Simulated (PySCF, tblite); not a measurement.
# Si₂H₃O₃ radical, a small gas-phase stand-in for a defect centre (silica 2-ring): EPR parameters

Wanted: the EPR parameters for `[O][SiH]1O[SiH2]O1`. It is drawn as: oxygen hole.

Programs: tblite 0.8.0 and PySCF 2.14.0. All values are calculated, for the isolated system unless a continuum is named. Atoms count from 0, parts from 1.

### Step 1. Starting point

8 atoms, charge 0, multiplicity 2; geometry: distance geometry start.

### Step 2. Geometry optimisation with GFN2-xTB

The job: settings as JSON, then the geometry in Å.

```
{"job": {"kind": "relax", "xc": "GFN2-xTB", "basis": "xTB"}, "charge": 0, "multiplicity": 2}
O     -0.827146    -1.506490     2.029396
Si    -0.975141    -2.544113     0.573421
O     -0.967376    -1.027812    -0.365725
Si    -0.823993     0.024585     1.085415
O     -2.300439     0.950739     1.353987
H      0.195713    -3.310312     0.352747
H     -2.198786    -3.212910     0.555909
H      0.362577     0.707880     1.157883
```

With the program's defaults for keys left out, this is: GFN2-xTB geometry optimisation, gas phase.

Launch:

```console
> OMP_NUM_THREADS=1 python cluster_run.py task.json out
```

This one command runs all jobs of the session in turn.

The program printed:

```text
step      E/eV     max force
  0    -469.21222    6.013
  1    -470.35928    3.747
  2    -469.81216   15.107
  3    -470.66668    2.457
  4    -470.72936    1.418
  5    -470.76592    0.894
  6    -470.77527    0.464
  7    -470.79476    0.469
  8    -470.81020    0.847
  9    -470.82783    0.921
 10    -470.84589    0.620
 11    -470.85362    0.248
 12    -470.85970    0.287
 13    -470.86366    0.299
 14    -470.86810    0.235
 15    -470.87078    0.146
 16    -470.87227    0.090
 17    -470.87277    0.075
 18    -470.87327    0.087
 19    -470.87414    0.115
 20    -470.87531    0.142
 21    -470.87646    0.123
 22    -470.87727    0.076
 23    -470.87791    0.063
 24    -470.87844    0.093
 25    -470.87894    0.091
 26    -470.87935    0.050
 27    -470.87956    0.039
 28    -470.87969    0.042
 29    -470.87987    0.064
 30    -470.88015    0.075
 31    -470.88055    0.066
 32    -470.88091    0.056
 33    -470.88107    0.032
 34    -470.88110    0.013
 35    -470.88111    0.009
 36    -470.88112    0.011
 37    -470.88113    0.014
 38    -470.88113    0.010
 39    -470.88114    0.004
```

Wall time 0.91 s (1 thread of Arm Neoverse V1, shared host).

Step by step: (not every step is listed) (the energy doesn't fall at every step)

```csv
step,energy from step 0 (eV),largest force (eV/Å)
0,0.0000,6.0134
1,-1.1471,3.7473
2,-0.5999,15.1068
3,-1.4545,2.4567
4,-1.5171,1.4185
5,-1.5537,0.8933
6,-1.5630,0.4643
7,-1.5825,0.4691
8,-1.5980,0.8468
10,-1.6337,0.6193
12,-1.6475,0.2868
14,-1.6559,0.2348
16,-1.6601,0.0894
18,-1.6610,0.0868
20,-1.6631,0.1428
22,-1.6651,0.0764
24,-1.6662,0.0930
26,-1.6671,0.0497
28,-1.6675,0.0428
30,-1.6679,0.0749
32,-1.6687,0.0551
34,-1.6689,0.0128
35,-1.6689,0.0091
36,-1.6689,0.0112
37,-1.6689,0.0136
38,-1.6689,0.0100
39,-1.6689,0.0046
```

Close pairs (by a distance rule), those that changed most:

```csv
bond,before (Å),after (Å),change (Å)
Si3–O4,1.763,1.518,-0.245
Si1–Si3,2.624,2.417,-0.207
O0–Si1,1.794,1.647,-0.147
Si1–O2,1.784,1.647,-0.137
Si3–H7,1.371,1.477,+0.105
O0–Si3,1.799,1.705,-0.094
O2–Si3,1.798,1.706,-0.093
Si1–H6,1.395,1.451,+0.056
```

### Step 3. Geometry optimisation at PBE0-D3(BJ)/def2-SVP

The job: settings as JSON, then the geometry in Å.

```
{"job": {"xc": "PBE0", "basis": "def2-SVP", "d3": "d3bj", "grid": 2, "kind": "geom", "shake": 0.01}, "charge": 0, "multiplicity": 2}
O      0.086039    -0.285224     1.134063
Si     0.013188    -1.185831    -0.236264
O     -0.099794     0.186276    -1.151045
Si    -0.088403     1.186106     0.238450
O     -1.199174     2.214092     0.504487
H      1.264840    -1.876955    -0.454592
H     -1.234499    -1.894765    -0.295119
H      1.303880     1.627747     0.232120
```

The program printed:

```text
step   0  E = -805.67679395  max force = 0.113224
step   1  E = -805.70531350  max force = 0.037327
step   2  E = -805.70904210  max force = 0.021218
step   3  E = -805.71038280  max force = 0.003971
step   4  E = -805.71049206  max force = 0.001767
step   5  E = -805.71058842  max force = 0.002335
step   6  E = -805.71060940  max force = 0.001322
step   7  E = -805.71061855  max force = 0.000385
optimisation converged
```

Run time: 71 s. Hardware: 1 thread of Arm Neoverse V1, shared host; peak memory 0.49 GiB.

Relaxation path:

```csv
step,energy from step 0 (eV),largest force component (eV/Å)
0,0.0000,5.8222
1,-0.7761,1.9194
2,-0.8775,1.0911
3,-0.9140,0.2042
4,-0.9170,0.0909
5,-0.9196,0.1201
6,-0.9202,0.0680
7,-0.9204,0.0198
```

Close pairs (by a distance rule), those that changed most:

```csv
bond,before (Å),after (Å),change (Å)
Si3–O4,1.537,1.665,+0.128
O0–Si1,1.641,1.701,+0.059
Si1–O2,1.653,1.701,+0.048
Si1–H6,1.436,1.484,+0.047
O0–Si3,1.731,1.686,-0.045
Si1–H5,1.446,1.484,+0.038
O2–Si3,1.712,1.686,-0.026
Si3–H7,1.461,1.483,+0.022
```

The final coordinates are the input of the step that follows.

```csv
at the end point,value
point group (found at 0.08 Å tolerance),Cs
"rotational constants (GHz, main isotopes)","8.029, 2.634, 2.301"
dipole moment (D),1.79
⟨S²⟩,0.753
```

### Step 4. EPR parameters: B3LYP/IGLO-III+pcH-1

The job: settings as JSON, then the geometry in Å.

```
{"job": {"kind": "epr"}, "charge": 0, "multiplicity": 2}
O      0.054341    -0.237211     1.163722
Si    -0.044292    -1.234347    -0.210534
O     -0.034304     0.161042    -1.182985
Si     0.083737     1.136799     0.187047
O     -1.144906     2.236015     0.421049
H      1.156845    -2.084121    -0.405080
H     -1.299376    -2.021391    -0.292451
H      1.274007     2.014712     0.291368
```

Method: UKS B3LYP, IGLO-III on O Si, pcH-1 on H, non-relativistic, mean-field spin-orbit, GIAO.

The program printed:

```text
UKS, coarse grid
  cycle   1  E = -806.06262353  |g| = 1.12e+00
  cycle   2  E = -793.83222259  |g| = 3.18e+00
  cycle   3  E = -806.05962643  |g| = 1.05e+00
  cycle   4  E = -806.64463320  |g| = 4.79e-01
  cycle   5  E = -806.72592837  |g| = 1.46e-01
  cycle   6  E = -806.73223671  |g| = 1.14e-01
  cycle   7  E = -806.73805623  |g| = 3.76e-02
  cycle   8  E = -806.73877291  |g| = 9.21e-03
  cycle   9  E = -806.73881856  |g| = 2.37e-03
  cycle  10  E = -806.73882170  |g| = 1.48e-03
  cycle  11  E = -806.73882313  |g| = 4.20e-04
UKS, final grid
  cycle   1  E = -806.73892335  |g| = 6.24e-04
  cycle   2  E = -806.73892310  |g| = 1.24e-03
  cycle   3  E = -806.73892365  |g| = 1.25e-04
  cycle   4  E = -806.73892371  |g| = 1.13e-04
  cycle   5  E = -806.73892374  |g| = 4.41e-05
  cycle   6  E = -806.73892375  |g| = 9.74e-06
E = -806.73892375 Eh   <S^2> = 0.7533 (exact 0.7500)
g shifts (ppm)      1          2          3
  rmc          -279       -279       -279
  gc            -14         45         56
  oz_so         351      10350      35551
  total          58      10115      35328
hyperfine (MHz)  atom isotope    a_iso     a_fc   dipolar eigenvalues
    0   17O      -0.28      -0.28     -4.05      1.96      2.08
    1  29Si       1.55       1.55     -0.83      0.24      0.59
    2   17O      -0.27      -0.27     -4.04      1.96      2.08
    3  29Si      43.76      43.76     -4.71      1.31      3.41
    4   17O     -37.48     -37.48   -262.81    129.43    133.38
    5    1H       3.10       3.10     -0.74     -0.58      1.33
    6    1H       0.12       0.12     -1.05     -0.90      1.95
    7    1H     110.03     110.03     -5.86     -0.93      6.79
```

Wall time 37 s (1 thread of Arm Neoverse V1, shared host); peak memory 0.77 GiB.

Principal g values 2.00238, 2.01243, 2.03765; g(iso) = 2.01749, against 2.00232 for a free electron. They are not to be trusted: the run shows nearly degenerate orbitals, where second-order g theory doesn't apply.

Mean a(iso) over the nuclei that a row names, and the largest dipolar term of the row (other rows stand at the frozen geometry):

```csv
nuclei,isotope,a(iso) (MHz),"a(iso) (G, at g = 2.0023)",largest dipolar term (MHz)
H7,1H,110.0,39.3,6.8
Si3,29Si,43.8,15.6,-4.7
O4,17O,-37.5,-13.4,-262.8
H5,1H,3.1,1.1,1.3
Si1,29Si,1.6,0.6,-0.8
"O0, O2",17O,-0.3,-0.1,-4.0
H6,1H,0.1,0.0,2.0
```

Mulliken spin populations:

```csv
atom,value (e)
O0,0.01
Si1,0.00
O2,0.01
Si3,-0.03
O4,0.96
H5,0.00
H6,0.00
H7,0.05
```

The fields below are evaluated on a grid from the run's orbitals.

ELF in a plane through or near 6 of the atoms.

Ten even steps from ' ' (0.00) to '@' (1.00):
```
                                                        
                                                        
                                    ..::..              
        ....::::..                --**%%##++..          
        --++****==::..          ..%%@@@@@@@@%%::        
      ..++##%%%%##++::          ::@@@@@@@@@@@@%%        
      ..**%%%%::++##++..        --@@@@@@@@@@@@%%..      
      ..==**##::%%%%**..........::##@@@@@@@@@@**        
        ::==**##%%**::  ........  ..==@@@@@@**::        
          ..::--::::##++..::::  ++##==..++--            
            ..==::--%%##..::::..==##--..**==..          
        ::++@@@@@@++..  ........  ::**@@@@@@##==        
        ##@@@@@@@@@@##::........::%%@@@@@@@@@@##..      
      ..@@@@@@@@@@@@@@==..      ::@@@@@@@@@@@@@@..      
        ##@@@@@@@@@@@@::        ..@@@@@@@@@@@@##        
        ..**@@@@@@@@%%..          ##@@@@@@@@##::        
            --****++::            ::++**++--            
                ..                                      
                                                        
                                                        
```
The map spans 9.7 Å across and 7.7 Å up, centred on the molecule. Atoms in the plane (x, y in Å): Si1 (1.2, 0.0), Si3 (-1.2, -0.1), O4 (-2.3, 1.2), H5 (2.1, -1.2), H6 (2.1, 1.3), H7 (-2.1, -1.2).

log10 of the density (e/Å³) in the same plane.

Ten even steps from '0' (-4.0) to '9' (1.9):
```
0000000000000000000000000000
0000011111000000001110000000
0001222222210001122221100000
0011233333221111223332210000
0012345554432222334443321000
0123456766543333455555331100
0123567876544444556665432100
0123567877655555566665432100
0123456776665555666665432100
0012345667986666898655432100
0012345567986666798655432100
0012345666665555666665432100
0012345666655555566765432100
0012345666554444456665432100
0011334555443333445554331100
0001223444332222334443321000
0000112232221111222322110000
0000011222111001112221100000
0000000000000000000000000000
0000000000000000000000000000
```
The map spans 9.7 Å across and 7.7 Å up, centred on the molecule. Atoms in the plane (x, y in Å): Si1 (1.2, 0.0), Si3 (-1.2, -0.1), O4 (-2.3, 1.2), H5 (2.1, -1.2), H6 (2.1, 1.3), H7 (-2.1, -1.2).

On the surface of density 0.002 e/bohr³ the electrostatic potential runs, from the 1st to the 99th percentile, from -1.04 V near O2 to 2.06 V near Si1.

The spin density lies nearest to O4 89 %; H7 6 %.

### Step 5. EPR parameters: BHandHLYP/IGLO-III+pcH-1

Settings changed since step 4:

```diff
@@ -1,2 +1,2 @@
-{"job": {"kind": "epr"}, "charge": 0, "multiplicity": 2}
+{"job": {"kind": "epr", "xc": "BHandHLYP"}, "charge": 0, "multiplicity": 2}
 O      0.054341    -0.237211     1.163722
```

Level: UKS BHandHLYP, IGLO-III on O Si, pcH-1 on H, non-relativistic, mean-field spin-orbit, GIAO.

The program printed:

```text
UKS, coarse grid
  cycle   1  E = -805.99900726  |g| = 9.72e-01
  cycle   2  E = -796.14580613  |g| = 3.02e+00
  cycle   3  E = -806.18301707  |g| = 7.20e-01
  cycle   4  E = -806.45311262  |g| = 5.63e-01
  cycle   5  E = -806.56693470  |g| = 2.13e-01
  cycle   6  E = -806.58271061  |g| = 1.59e-01
  cycle   7  E = -806.59611610  |g| = 3.46e-02
  cycle   8  E = -806.59691645  |g| = 5.02e-03
  cycle   9  E = -806.59695032  |g| = 1.83e-03
  cycle  10  E = -806.59696074  |g| = 1.20e-03
  cycle  11  E = -806.59696527  |g| = 9.59e-04
UKS, final grid
  cycle   1  E = -806.59703248  |g| = 1.02e-03
  cycle   2  E = -806.59703358  |g| = 1.27e-03
  cycle   3  E = -806.59703442  |g| = 4.66e-04
  cycle   4  E = -806.59703644  |g| = 2.53e-04
  cycle   5  E = -806.59703660  |g| = 2.99e-05
  cycle   6  E = -806.59703660  |g| = 1.11e-05
E = -806.59703660 Eh   <S^2> = 0.7541 (exact 0.7500)
g shifts (ppm)      1          2          3
  rmc          -283       -283       -283
  gc            -16         47         55
  oz_so         217      10529      52918
  total         -83      10292      52690
hyperfine (MHz)  atom isotope    a_iso     a_fc   dipolar eigenvalues
    0   17O      -0.56      -0.56     -2.78      1.34      1.44
    1  29Si       1.09       1.09     -0.72      0.21      0.51
    2   17O      -0.54      -0.54     -2.77      1.33      1.44
    3  29Si      47.59      47.59     -3.93      0.67      3.25
    4   17O     -55.87     -55.87   -266.26    130.91    135.35
    5    1H       1.26       1.26     -0.70     -0.60      1.30
    6    1H       0.10       0.10     -1.04     -0.95      1.99
    7    1H      74.83      74.83     -5.72     -1.98      7.70
```

Wall time 34 s (1 thread of Arm Neoverse V1, shared host); peak memory 0.77 GiB.

In short: g(iso) 2.02329, not to be trusted: the run shows nearly degenerate orbitals, where second-order g theory doesn't apply.

### Step 6. Run by run: EPR parameters

g, ⟨S²⟩ and isotropic hyperfine couplings (MHz), with basis size and wall time; * marks a run flagged for spin contamination, instability or a large g shift:

```csv
run,g(iso),⟨S²⟩,1H H7,29Si Si3,17O O4,1H H5,29Si Si1,functions,time
B3LYP/IGLO-III+pcH-1*,2.01749,0.753,110.0,43.8,-37.5,3.1,1.6,223,37 s
BHandHLYP/IGLO-III+pcH-1*,2.02329,0.754,74.8,47.6,-55.9,1.3,1.1,223,34 s
```

### Step 7. Results

```
                                                                  quantity                 value
                                                               point group                    Cs
                                      rotational constants (main isotopes)  8.03, 2.63, 2.30 GHz
                                                            g(iso) (B3LYP)               2.01749
                                                                      ⟨S²⟩    0.753 (exact 0.75)
                                        largest a(iso) (averaged by class)   1H on H7, 110.0 MHz
potential on the surface of density 0.002 e/bohr³, 1st and 99th percentile    -1.04 V and 2.06 V
```

**Reading.** The start of the PBE0/def2-SVP relaxation was shaken at random by about 0.01 Å, so part of the energy gained, and of the first lengths quoted, undoes that. The optimisation took 7 steps and gained 0.920 eV; among the close pairs (by a distance rule), Si3–O4 changed most, from 1.537 to 1.665 Å (PBE0/def2-SVP). No frequency check was run at this level, so the end point may be a saddle. Most of the unpaired spin sits on O4 (0.96 e). The isotropic g lies 15.2 ppt above the free-electron value. These values are not to be trusted: the run shows nearly degenerate orbitals, where second-order g theory doesn't apply.
